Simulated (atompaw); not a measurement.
**Pseudopotential generation for cadmium: PAW (atompaw), LDA (PW92)**

Task: generate the file, and judge it by its logarithmic derivatives, its ghosts and its cutoff.

Method: atompaw 4.2.0.5, LDA (PW92), scalar-relativistic.

**1. Starting point**

The settings as typed:

```
element                 : cadmium (Cd, Z = 48)
type                    : PAW
frozen core             : [Kr]
valence charge          : 12
reference configuration : 4d10 5s0 5p0 (charge +2)
partial waves           : 5s (bound, empty): rc 2.30 bohr; 5s channel at 0.5 Ry: rc 2.30 bohr; 5p (bound, empty): rc 2.30 bohr; 5p channel at -0.6 Ry: rc 2.30 bohr; 4d (bound): rc 2.30 bohr; 4d channel at -1.95 Ry: rc 2.30 bohr
local potential         : troulliermartins scheme with l = 3 at -0.5 Ry, radius 2.05 bohr
core correction         : smooth core density matched at 1.60 bohr
augmentation charge     : besselshape compensation charge, radius 2.05 bohr; PAW radius 2.30 bohr; waves and projectors: custom rrkj gramschmidtortho
```

The outer shells as boxes (Hund's rule for the drawing; the calculation is spin-unpolarised):

```
[Kr] core
4d [↑↓][↑↓][↑↓][↑↓][↑↓]
5s [  ]
5p [  ][  ][  ]
```

An earlier all-electron run gives the scale for the radii.

All-electron outer shells of the reference configuration (LDA (PW92), scalar-relativistic, ld1.x):

```json
{"shell": "4p", "level (eV)": "-86.02", "outermost node (bohr)": "0.43", "outermost maximum (bohr)": "0.84"}
{"shell": "4d", "level (eV)": "-30.71", "outermost node (bohr)": "0.42", "outermost maximum (bohr)": "0.98"}
{"shell": "5s", "level (eV)": "-21.65", "outermost node (bohr)": "1.06", "outermost maximum (bohr)": "2.13"}
{"shell": "5p", "level (eV)": "-14.72", "outermost node (bohr)": "1.18", "outermost maximum (bohr)": "2.56"}
{"shell": "4f", "level (eV)": "-3.76", "outermost node (bohr)": "–", "outermost maximum (bohr)": "6.38"}
```

**2. Generating the potential**

Input file Cd.input:

```
Cd 48
LDA-PW scalarrelativistic loggrid 1500 logderivrange -4 5 226
5 5 4 0 0 0
5 0 0
5 1 0
0 0 0
c
c
c
c
v
c
c
c
v
c
v
2
2.30 2.05 2.05 1.60
y
0.5
n
y
-0.6
n
y
-1.95
n
custom rrkj gramschmidtortho besselshape
3 -0.5 troulliermartins
2.30
2.30
2.30
2.30
2.30
2.30
PWSCFOUT
UPFDX 0.0125d0 UPFXMIN -7.d0 UPFZMESH 48.d0
END
```

On the command line:

```sh
$ atompaw < Cd.input > Cd.log
```

Before running it: what results should come out? Wanted: cutoffs for 10 and 1 mRy, occupied levels; bound ghosts; largest phase difference near zero energy, channels read; lowest eigenvalue of the overlap; share of valence orbitals outside the PAW sphere; UPF file.

**Answer**, as computed:

```
                                                quantity                                            value
               cutoffs for 10 and 1 mRy, occupied levels                                  21 Ry and 35 Ry
                                            bound ghosts  s at -103.91 eV, d at -37.86 eV, p at -31.33 eV
largest phase difference near zero energy, channels read                                        0.000 rad
         lowest eigenvalue of the overlap (Bessel basis)                                        0.341 (s)
        share of valence orbitals outside the PAW sphere                         5s 53 %, 5p 73 %, 4d 5 %
                                                UPF file                                          written
```

It has a bound ghost (s, d, p), a state that the atom doesn't have, and that rules the file out. By its cutoff, 21 Ry for the looser tolerance, it is soft on the atom at that tolerance. Near zero energy the phases of the channels with partial waves that could be evaluated agree within 0.001 rad. These are tests on the free atom; a crystal test is still owed.
